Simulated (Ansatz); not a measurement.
# CH₆BFOSSi: a ladder of functionals and wavefunction methods

One table from this session's results is given with a row withheld; the runs are named, their logs left out.

The runs use Ansatz 0.2.0, Gaussian basis; functionals in def2-TZVPP, the program's frozen cores in correlated methods.

Plan: PBE-D4, r2SCAN-D4, PBE0-D4, B3LYP-D4, ωB97X-V, ωB97M-V, B2PLYP; CCSD(T)/def2-TZVPP; MP2/def2-QZVPP; extrapolation to the limit.

## The relaxed structure

An earlier PBE0-D4 in a triple-zeta def2 set relaxation fixed the geometry.

SMILES `FCOB[SiH2]S`, 12 atoms, charge 0, spin multiplicity 1.

Atoms are counted from 1 here; the program's logs count them from 0.

Bond lengths: F1–C2 1.361 Å, C2–O3 1.393 Å, C2–H7 1.095 Å, C2–H8 1.092 Å, O3–B4 1.351 Å, B4–Si5 2.020 Å, B4–H9 1.207 Å, Si5–S6 2.152 Å, Si5–H10 1.491 Å, Si5–H11 1.485 Å, S6–H12 1.344 Å. Angles: F1–C2–O3 108.7°, F1–C2–H7 108.3°, F1–C2–H8 108.3°, O3–C2–H7 110.8°, O3–C2–H8 108.3°, H7–C2–H8 112.3°, C2–O3–B4 121.5°, O3–B4–Si5 120.0°, O3–B4–H9 118.5°, Si5–B4–H9 121.5°, B4–Si5–S6 106.7°, B4–Si5–H10 111.5°, B4–Si5–H11 114.5°, S6–Si5–H10 110.9°, S6–Si5–H11 104.3°, H10–Si5–H11 108.6°, Si5–S6–H12 94.7°.

The first run:

Input file in.yaml:

```yaml
crystal:
  periodic: [false, false, false]
  atoms:
    - {symbol: F, position_ang: [-2.971559, 0.035527, 0.520375]}
    - {symbol: C, position_ang: [-2.002224, -0.804537, 0.974169]}
    - {symbol: O, position_ang: [-0.782070, -0.132496, 0.952818]}
    - {symbol: B, position_ang: [0.122341, -0.343869, -0.027734]}
    - {symbol: Si, position_ang: [1.808767, 0.766075, -0.100901]}
    - {symbol: S, position_ang: [1.754884, 1.852706, -1.957866]}
    - {symbol: H, position_ang: [-1.974642, -1.683110, 0.321393]}
    - {symbol: H, position_ang: [-2.231766, -1.064126, 2.009713]}
    - {symbol: H, position_ang: [-0.120169, -1.178905, -0.864157]}
    - {symbol: H, position_ang: [3.028994, -0.086713, -0.017462]}
    - {symbol: H, position_ang: [1.895580, 1.821707, 0.940046]}
    - {symbol: H, position_ang: [1.548864, 0.762544, -2.716396]}
basis:
  gaussian: {orbitals: def2-TZVPP}
hamiltonian: {xc: pbe, dispersion: d4}
output: {forces: true, orbitals: {seedname: orbitals}}
```

Command:

```
> ansatz run in.yaml --threads 2 --pin off --events-out ev --progress --plain --max-ram 22528MiB --backend cuda --devices 0, --max-vram 18GiB
```

Among the steps run: PBE-D4 (GGA); r2SCAN-D4 (meta-GGA); PBE0-D4 (hybrid); B3LYP-D4 (hybrid); ωB97X-V (range-separated); ωB97M-V (range-separated); B2PLYP (double hybrid); CCSD(T) in def2-TZVPP; MP2 in def2-QZVPP.

One of the session's tables, all rows but one given; the rest of the session is left out.

```
            method  atomisation energy (kJ/mol)
            PBE-D4                            ?
         r2SCAN-D4                       4289.2
           PBE0-D4                       4266.3
          B3LYP-D4                       4259.8
           ωB97X-V                       4291.7
           ωB97M-V                       4285.8
            B2PLYP                       4213.8
     HF/def2-TZVPP                       3112.8
    MP2/def2-TZVPP                       4225.4
   CCSD/def2-TZVPP                       4081.3
CCSD(T)/def2-TZVPP                       4146.8
           MP2/CBS                       4339.9
       CCSD(T)/CBS                       4261.3
```

Q: Estimate the row for PBE-D4 from the others.

**Answer.** atomisation energy (kJ/mol): 4348.9. In the column «atomisation energy (kJ/mol)» it is the highest.
